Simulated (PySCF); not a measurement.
# Si6H12: NMR shifts at several levels of theory, part 1 of 2

Aim: compute the NMR shifts of Si6H12 (`[SiH2]1[SiH2][SiH2][SiH2][SiH2][SiH2]1`) at several levels, and see how far they spread and what each costs.

The runs use PySCF 2.14.0, with density-fitted response routines of our own; the level of theory stands in each step. All values are computed, except where a source is named. Atoms count from 0, in the outputs and in this text.

### Step 1. Starting geometry

18 atoms, charge 0, multiplicity 1; geometry from: GFN2-xTB.

Bonds of the start (Å): Si0–Si1 2.33, Si1–Si2 2.33, Si2–Si3 2.33, Si3–Si4 2.33, Si4–Si5 2.33, Si5–Si0 2.33, Si0–H6 1.47, Si0–H7 1.47, Si1–H8 1.47, Si1–H9 1.47, Si2–H10 1.47, Si2–H11 1.47, Si3–H12 1.47, Si3–H13 1.47, Si4–H14 1.47, Si4–H15 1.47, Si5–H16 1.47, Si5–H17 1.47.

### Step 2. Relaxing the molecule at PBE0-D3(BJ)/def2-SVP

What the job is given:

```
{"job": {"xc": "PBE0", "basis": "def2-SVP", "d3": "d3bj", "grid": 1, "kind": "geom"}, "charge": 0, "multiplicity": 1}
Si    -1.336870     1.374420    -1.200560
Si     0.776090     2.060550    -0.506340
Si     2.238260     0.288160    -0.135570
Si     1.319150    -1.365160     1.218210
Si    -0.767430    -2.071990     0.471160
Si    -2.233390    -0.296260     0.146590
H     -1.227410     0.852190    -2.573380
H     -2.259340     2.508950    -1.344010
H      1.351940     3.065210    -1.411600
H      0.625060     2.803020     0.756950
H      2.571860    -0.313140    -1.438150
H      3.543950     0.744710     0.361190
H      2.240780    -2.491160     1.418920
H      1.164200    -0.812940     2.575310
H     -1.343270    -3.118240     1.327500
H     -0.588880    -2.760490    -0.819410
H     -2.544920     0.293710     1.459710
H     -3.547310    -0.748900    -0.329830
```

Started as:

```console
> OMP_NUM_THREADS=1 python probes_run.py task.json out
```

One launch serves the whole session: the jobs run in the order shown.

Output:

```text
step   0  E = -1742.91552398  max force = 0.010369
step   1  E = -1742.92228215  max force = 0.007250
step   2  E = -1742.92342726  max force = 0.003493
step   3  E = -1742.92375580  max force = 0.000543
step   4  E = -1742.92383077  max force = 0.000588
step   5  E = -1742.92412562  max force = 0.002073
step   6  E = -1742.92424413  max force = 0.001731
step   7  E = -1742.92430001  max force = 0.000496
step   8  E = -1742.92430614  max force = 0.000058
optimisation converged
```

It took 2.1 min on 1 thread of Arm Neoverse V2, shared host; peak memory 0.74 GiB.

Relaxation path:

| step | energy from step 0 (eV) | largest force component (eV/Å) |
| --- | --- | --- |
| 0 | 0.0000 | 0.5332 |
| 1 | -0.1839 | 0.3728 |
| 2 | -0.2151 | 0.1796 |
| 3 | -0.2240 | 0.0279 |
| 4 | -0.2260 | 0.0302 |
| 5 | -0.2341 | 0.1066 |
| 6 | -0.2373 | 0.0890 |
| 7 | -0.2388 | 0.0255 |
| 8 | -0.2390 | 0.0030 |

Close pairs (by a distance rule), those that changed most:

| bond | before (Å) | after (Å) | change (Å) |
| --- | --- | --- | --- |
| Si3–H12 | 1.469 | 1.497 | +0.028 |
| Si5–H17 | 1.469 | 1.497 | +0.028 |
| Si0–H7 | 1.469 | 1.497 | +0.028 |
| Si4–H14 | 1.470 | 1.497 | +0.028 |
| Si2–H11 | 1.470 | 1.497 | +0.028 |
| Si1–H8 | 1.470 | 1.497 | +0.028 |
| Si0–H6 | 1.473 | 1.498 | +0.025 |
| Si5–H16 | 1.473 | 1.498 | +0.025 |

The next job starts from the end point, and lists it.

| at the end point | value |
| --- | --- |
| point group (found at 0.08 Å tolerance) | D3d |
| rotational constants (GHz, main isotopes) | 0.992, 0.989, 0.549 |
| dipole moment (D) | 0.00 |

### Step 3. NMR shieldings: KT2/pcSseg-1

What the job is given:

```
{"job": {"kind": "nmr", "xc": "KT2", "basis": "pcSseg-1", "pop": false}, "charge": 0, "multiplicity": 1}
Si    -1.332144     1.297235    -1.252985
Si     0.737848     2.064641    -0.456612
Si     2.203914     0.238876    -0.290556
Si     1.326938    -1.293850     1.255314
Si    -0.737393    -2.064574     0.447329
Si    -2.205370    -0.239506     0.291026
H     -1.118834     0.599929    -2.561510
H     -2.278447     2.437375    -1.468955
H      1.300965     3.120457    -1.356781
H      0.544534     2.655143     0.906493
H      2.304969    -0.427666    -1.628219
H      3.571340     0.689487     0.121069
H      2.274411    -2.431580     1.478612
H      1.104799    -0.593877     2.560882
H     -1.300794    -3.127908     1.338412
H     -0.537615    -2.645065    -0.919098
H     -2.302770     0.421237     1.631815
H     -3.573881    -0.687716    -0.119546
```

Level: GIAO KT2/pcSseg-1 NMR shielding, non-relativistic, gas phase.

Output:

```text
coarse grid: 17184 points
cycle   1  E = -1759.2850253256  dE = -1.727e-01  |g| = 2.548e-01  |ddm| = 3.779e+00
cycle   2  E = -1759.2966929989  dE = -1.167e-02  |g| = 1.232e-01  |ddm| = 5.856e-01
cycle   3  E = -1759.2995012838  dE = -2.808e-03  |g| = 2.088e-02  |ddm| = 2.175e-01
cycle   4  E = -1759.2996140893  dE = -1.128e-04  |g| = 8.531e-03  |ddm| = 4.136e-02
cycle   5  E = -1759.2996431548  dE = -2.907e-05  |g| = 1.649e-03  |ddm| = 1.844e-02
cycle   6  E = -1759.2996443111  dE = -1.156e-06  |g| = 2.533e-04  |ddm| = 4.296e-03
final grid: 136024 points
cycle   7  E = -1759.4330581808  dE = -1.823e-04  |g| = 2.082e-02  |ddm| = 2.682e-02
cycle   8  E = -1759.4330608601  dE = -2.679e-06  |g| = 1.217e-02  |ddm| = 2.236e-02
cycle   9  E = -1759.4330759623  dE = -1.510e-05  |g| = 4.463e-03  |ddm| = 1.906e-02
cycle  10  E = -1759.4330842021  dE = -8.240e-06  |g| = 2.901e-04  |ddm| = 8.231e-03
cycle  11  E = -1759.4330842362  dE = -3.415e-08  |g| = 2.495e-05  |ddm| = 7.877e-04
cycle  12  E = -1759.4330842365  dE = -2.474e-10  |g| = 1.124e-05  |ddm| = 6.328e-05
converged SCF energy = -1759.4330842365

GIAO shielding tensors (ppm)
atom      isotropic    diamagn.    paramagn.     s11        s22        s33       span
  0 Si     470.069     883.506    -413.437    464.865    471.402    473.941      9.075
  1 Si     470.061     883.503    -413.442    464.892    471.193    474.098      9.206
  2 Si     470.072     883.505    -413.433    465.113    471.065    474.039      8.926
  3 Si     470.097     883.515    -413.417    464.925    471.532    473.835      8.910
  4 Si     470.098     883.513    -413.415    464.941    471.351    474.001      9.060
  5 Si     470.087     883.507    -413.420    465.133    471.123    474.006      8.873
  6 H       27.586      29.860      -2.274     24.814     25.311     32.634      7.821
  7 H       27.228      28.856      -1.628     23.124     24.657     33.902     10.778
  8 H       27.228      28.855      -1.627     23.122     24.661     33.899     10.777
  9 H       27.586      29.857      -2.270     24.817     25.302     32.639      7.822
 10 H       27.590      29.860      -2.270     24.821     25.307     32.642      7.821
 11 H       27.227      28.858      -1.631     23.118     24.664     33.898     10.780
 12 H       27.228      28.866      -1.637     23.129     24.651     33.905     10.776
 13 H       27.589      29.871      -2.282     24.809     25.330     32.630      7.821
 14 H       27.228      28.865      -1.637     23.126     24.654     33.904     10.778
 15 H       27.590      29.872      -2.281     24.812     25.329     32.630      7.818
 16 H       27.591      29.862      -2.271     24.819     25.313     32.640      7.821
 17 H       27.227      28.859      -1.632     23.120     24.662     33.899     10.780
```

It took 32 s on 1 thread of Arm Neoverse V2, shared host; peak memory 0.77 GiB.

The references, computed at this level on geometries of the same kind, shield at (ppm): ¹H TMS 31.18, ²⁹Si TMS 361.0. Their shielding less the atom's gives the shift. The references are single molecules in the gas phase. Atoms listed in one row are averaged.

| atoms | environment | σ (ppm) | δ (ppm) |
| --- | --- | --- | --- |
| H6, H7, H8, H9, H10 and 7 more | hydrogen on a silicon bonded to 2 Si, in a 6-membered ring | 27.41 | 3.77 |
| Si0, Si1, Si2, Si3, Si4, Si5 | silicon bonded to 2 Si, 2 H, in a 6-membered ring | 470.1 | -109.0 |

Ring of atoms Si0, Si1, Si2, Si3, Si4, Si5: NICS(0) -2.5, NICS(1) -2.1, NICS(1)zz 4.9 ppm (means of both faces).

### Step 4. Shielding tensors: KT3/pcSseg-1

Same as in step 3 but for these lines:

```diff
@@ -1,2 +1,2 @@
-{"job": {"kind": "nmr", "xc": "KT2", "basis": "pcSseg-1", "pop": false}, "charge": 0, "multiplicity": 1}
+{"job": {"kind": "nmr", "xc": "KT3", "basis": "pcSseg-1", "pop": false}, "charge": 0, "multiplicity": 1}
 Si    -1.332144     1.297235    -1.252985
```

With the program's defaults for keys left out, this is: GIAO KT3/pcSseg-1 NMR shielding, non-relativistic, gas phase.

Output:

```text
coarse grid: 17184 points
cycle   1  E = -1757.9434626766  dE = -2.105e-01  |g| = 2.467e-01  |ddm| = 3.827e+00
cycle   2  E = -1757.9559202060  dE = -1.246e-02  |g| = 1.086e-01  |ddm| = 5.462e-01
cycle   3  E = -1757.9584776746  dE = -2.557e-03  |g| = 2.238e-02  |ddm| = 2.041e-01
cycle   4  E = -1757.9586402798  dE = -1.626e-04  |g| = 9.874e-03  |ddm| = 6.541e-02
cycle   5  E = -1757.9586765299  dE = -3.625e-05  |g| = 1.305e-03  |ddm| = 1.787e-02
cycle   6  E = -1757.9586772262  dE = -6.963e-07  |g| = 2.246e-04  |ddm| = 2.429e-03
final grid: 136024 points
cycle   7  E = -1758.0748699142  dE = -1.847e-04  |g| = 2.318e-02  |ddm| = 2.716e-02
cycle   8  E = -1758.0748746850  dE = -4.771e-06  |g| = 1.299e-02  |ddm| = 2.352e-02
cycle   9  E = -1758.0748915996  dE = -1.691e-05  |g| = 4.765e-03  |ddm| = 2.039e-02
cycle  10  E = -1758.0749010490  dE = -9.449e-06  |g| = 2.851e-04  |ddm| = 8.825e-03
cycle  11  E = -1758.0749010809  dE = -3.186e-08  |g| = 3.084e-05  |ddm| = 7.681e-04
cycle  12  E = -1758.0749010813  dE = -3.674e-10  |g| = 1.242e-05  |ddm| = 7.352e-05
converged SCF energy = -1758.0749010813

GIAO shielding tensors (ppm)
atom      isotropic    diamagn.    paramagn.     s11        s22        s33       span
  0 Si     467.676     882.902    -415.226    461.981    469.268    471.779      9.798
  1 Si     467.644     882.898    -415.254    462.001    469.017    471.914      9.913
  2 Si     467.656     882.899    -415.244    462.229    468.885    471.852      9.623
  3 Si     467.713     882.911    -415.198    461.962    469.494    471.683      9.721
  4 Si     467.693     882.908    -415.215    461.945    469.299    471.835      9.890
  5 Si     467.674     882.902    -415.228    462.223    468.979    471.821      9.598
  6 H       27.910      30.227      -2.317     25.145     25.709     32.877      7.732
  7 H       27.553      29.214      -1.661     23.587     24.995     34.076     10.489
  8 H       27.553      29.212      -1.659     23.585     25.000     34.073     10.488
  9 H       27.911      30.223      -2.312     25.149     25.701     32.882      7.733
 10 H       27.914      30.226      -2.313     25.152     25.705     32.884      7.732
 11 H       27.552      29.214      -1.662     23.581     25.002     34.072     10.491
 12 H       27.553      29.223      -1.669     23.592     24.989     34.079     10.488
 13 H       27.913      30.238      -2.325     25.139     25.728     32.872      7.733
 14 H       27.553      29.222      -1.669     23.589     24.993     34.078     10.489
 15 H       27.914      30.238      -2.324     25.143     25.728     32.872      7.730
 16 H       27.915      30.229      -2.314     25.150     25.712     32.882      7.732
 17 H       27.552      29.216      -1.664     23.583     25.000     34.074     10.491
```

Wall time 32 s (1 thread of Arm Neoverse V2, shared host); peak memory 0.76 GiB.

In short: δ Si0 -102.2, H6 3.59 ppm (means over like atoms).

### Step 5. Nuclear shieldings: B97-D/pcSseg-1

Same as in step 4 but for these lines:

```diff
@@ -1,2 +1,2 @@
-{"job": {"kind": "nmr", "xc": "KT3", "basis": "pcSseg-1", "pop": false}, "charge": 0, "multiplicity": 1}
+{"job": {"kind": "nmr", "xc": "B97-D", "basis": "pcSseg-1", "pop": false}, "charge": 0, "multiplicity": 1}
 Si    -1.332144     1.297235    -1.252985
```

Level: GIAO B97-D/pcSseg-1 NMR shielding, non-relativistic, gas phase.

Output:

```text
coarse grid: 17184 points
cycle   1  E = -1744.0514129685  dE = -2.131e-01  |g| = 1.829e-01  |ddm| = 3.863e+00
cycle   2  E = -1744.0597189376  dE = -8.306e-03  |g| = 1.194e-01  |ddm| = 5.250e-01
cycle   3  E = -1744.0638103874  dE = -4.091e-03  |g| = 6.650e-02  |ddm| = 3.177e-01
cycle   4  E = -1744.0656323689  dE = -1.822e-03  |g| = 5.375e-03  |ddm| = 1.323e-01
cycle   5  E = -1744.0656418691  dE = -9.500e-06  |g| = 1.352e-03  |ddm| = 1.061e-02
final grid: 136024 points
cycle   6  E = -1744.0708392525  dE = -7.098e-05  |g| = 9.253e-03  |ddm| = 4.169e-02
cycle   7  E = -1744.0708383690  dE =  8.835e-07  |g| = 5.144e-03  |ddm| = 1.509e-02
cycle   8  E = -1744.0708435010  dE = -5.132e-06  |g| = 3.480e-03  |ddm| = 1.398e-02
cycle   9  E = -1744.0708480939  dE = -4.593e-06  |g| = 1.281e-04  |ddm| = 5.985e-03
cycle  10  E = -1744.0708481010  dE = -7.043e-09  |g| = 3.851e-05  |ddm| = 3.812e-04
cycle  11  E = -1744.0708481014  dE = -4.375e-10  |g| = 1.477e-05  |ddm| = 8.929e-05
converged SCF energy = -1744.0708481014

GIAO shielding tensors (ppm)
atom      isotropic    diamagn.    paramagn.     s11        s22        s33       span
  0 Si     449.265     881.954    -432.689    443.649    450.735    453.411      9.762
  1 Si     449.251     881.951    -432.700    443.679    450.510    453.565      9.886
  2 Si     449.251     881.953    -432.702    443.898    450.361    453.495      9.597
  3 Si     449.296     881.962    -432.666    443.667    450.920    453.302      9.636
  4 Si     449.290     881.961    -432.670    443.665    450.740    453.466      9.801
  5 Si     449.269     881.955    -432.686    443.906    450.440    453.461      9.555
  6 H       27.975      30.379      -2.404     25.250     25.843     32.834      7.584
  7 H       27.607      29.123      -1.516     23.710     25.102     34.008     10.298
  8 H       27.607      29.122      -1.515     23.708     25.106     34.005     10.297
  9 H       27.975      30.376      -2.400     25.253     25.834     32.838      7.585
 10 H       27.978      30.379      -2.401     25.257     25.838     32.840      7.583
 11 H       27.606      29.125      -1.519     23.704     25.109     34.004     10.300
 12 H       27.607      29.131      -1.524     23.715     25.096     34.011     10.297
 13 H       27.978      30.391      -2.413     25.244     25.861     32.829      7.584
 14 H       27.607      29.131      -1.523     23.712     25.099     34.011     10.298
 15 H       27.979      30.392      -2.412     25.248     25.860     32.829      7.581
 16 H       27.979      30.382      -2.402     25.255     25.844     32.838      7.583
 17 H       27.606      29.126      -1.519     23.706     25.107     34.006     10.299
```

Run time: 31 s. Hardware: 1 thread of Arm Neoverse V2, shared host; peak memory 0.76 GiB.

Key values: δ Si0 -102.0, H6 3.62 ppm (means over like atoms).

(Continued in part 2 of 2.)
